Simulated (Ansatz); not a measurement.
# CH6BNOSi: one species, many methods

Aim: compute CH6BNOSi with functionals from several rungs and with coupled cluster. The yardstick is the atomisation energy at the CCSD(T) limit.

The runs use Ansatz 0.2.0, Gaussian basis; functionals in def2-TZVPP, the program's frozen cores in correlated methods.

Levels to be run: PBE-D4, r2SCAN-D4, PBE0-D4, B3LYP-D4, ωB97X-V, ωB97M-V, B2PLYP; CCSD(T)/def2-TZVPP; MP2/def2-QZVPP; extrapolation to the limit.

**1. The geometry**

All runs share one geometry, relaxed beforehand with PBE0-D4 in a triple-zeta def2 set.

SMILES `CB1O[SiH]1N`, 11 atoms, charge 0, spin multiplicity 1.

Atoms are counted from 1 here; the program's logs count them from 0.

Bond lengths: C1–B2 1.549 Å, C1–H6 1.094 Å, C1–H7 1.093 Å, C1–H8 1.094 Å, B2–O3 1.354 Å, B2–Si4 1.897 Å, O3–Si4 1.745 Å, Si4–N5 1.696 Å, Si4–H9 1.480 Å, N5–H10 1.006 Å, N5–H11 1.005 Å. Angles: B2–C1–H6 110.5°, B2–C1–H7 112.1°, B2–C1–H8 110.2°, H6–C1–H7 109.0°, H6–C1–H8 106.1°, H7–C1–H8 108.8°, C1–B2–O3 132.0°, C1–B2–Si4 165.6°, O3–B2–Si4 62.3°, B2–O3–Si4 74.3°, B2–Si4–O3 43.4°, B2–Si4–N5 127.2°, B2–Si4–H9 126.2°, O3–Si4–N5 118.8°, O3–Si4–H9 109.0°, N5–Si4–H9 106.4°, Si4–N5–H10 122.6°, Si4–N5–H11 123.0° and more.

As a file:

```xyz
11
charge 0, multiplicity 1
C    -1.3330   -1.7336    0.4602
B    -0.3676   -0.5230    0.4427
O     0.9057   -0.3729    0.8776
Si    0.4625    1.1622    0.1753
N     1.2808    1.6936   -1.2119
H    -2.2653   -1.4726    0.9695
H    -0.8909   -2.6043    0.9515
H    -1.6127   -2.0096   -0.5614
H     0.6309    2.2241    1.1919
H     2.0401    2.3527   -1.1748
H     1.2150    1.2266   -2.0997
```

**2. PBE-D4 (GGA)**

Input file in.yaml:

```yaml
crystal:
  periodic: [false, false, false]
  atoms:
    - {symbol: C, position_ang: [-1.333013, -1.733641, 0.460167]}
    - {symbol: B, position_ang: [-0.367623, -0.522994, 0.442664]}
    - {symbol: O, position_ang: [0.905724, -0.372907, 0.877602]}
    - {symbol: Si, position_ang: [0.462481, 1.162172, 0.175306]}
    - {symbol: N, position_ang: [1.280834, 1.693572, -1.211919]}
    - {symbol: H, position_ang: [-2.265339, -1.472618, 0.969488]}
    - {symbol: H, position_ang: [-0.890940, -2.604298, 0.951472]}
    - {symbol: H, position_ang: [-1.612701, -2.009630, -0.561368]}
    - {symbol: H, position_ang: [0.630915, 2.224090, 1.191943]}
    - {symbol: H, position_ang: [2.040056, 2.352745, -1.174782]}
    - {symbol: H, position_ang: [1.215004, 1.226609, -2.099673]}
basis:
  gaussian: {orbitals: def2-TZVPP}
hamiltonian: {xc: pbe, dispersion: d4}
output: {forces: true, orbitals: {seedname: orbitals}}
```

The run is started by

```
$ ansatz run in.yaml --threads 4 --pin off --events-out ev --progress --plain --max-ram 10444MiB
```

After this run come: r2SCAN-D4 (meta-GGA); PBE0-D4 (hybrid); B3LYP-D4 (hybrid); ωB97X-V (range-separated); ωB97M-V (range-separated); B2PLYP (double hybrid); CCSD(T) in def2-TZVPP; MP2 in def2-QZVPP.

**Question.** What will the summary of the whole plan be? Wanted: atomisation energy, CCSD(T)/CBS; farthest; mean size of error, hybrid; mean size of error, range-separated; gap, smallest and largest; T1 diagnostic; triples share of the correlation energy.

**Answer**, as computed:

| quantity | value |
| --- | --- |
| atomisation energy, CCSD(T)/CBS | 4228.2 kJ/mol |
| functionals within 21.1 kJ/mol (0.5 %) | PBE0-D4, B3LYP-D4 |
| farthest | PBE-D4 (+94.7 kJ/mol) |
| mean size of error, hybrid | 11.6 kJ/mol |
| mean size of error, range-separated | 27.4 kJ/mol |
| gap, smallest and largest | 3.90 eV (PBE-D4), 10.50 eV (ωB97X-V) |
| T1 diagnostic | 0.0139 |
| triples share of the correlation energy | 4.0 % |

PBE-D4 misses by +94.7 kJ/mol. Double hybrids carry the basis error of their MP2 part in triple zeta, and no dispersion term here, so their miss is partly the set-up's. The reference freezes the cores and leaves out relativity and excitations past (T), so misses under about 21.1 kJ/mol can't be ranked. Hartree-Fock recovers 72 % of the binding; the rest is correlation. Orbital gaps span 3.9 to 10.5 eV; exact exchange widens them.
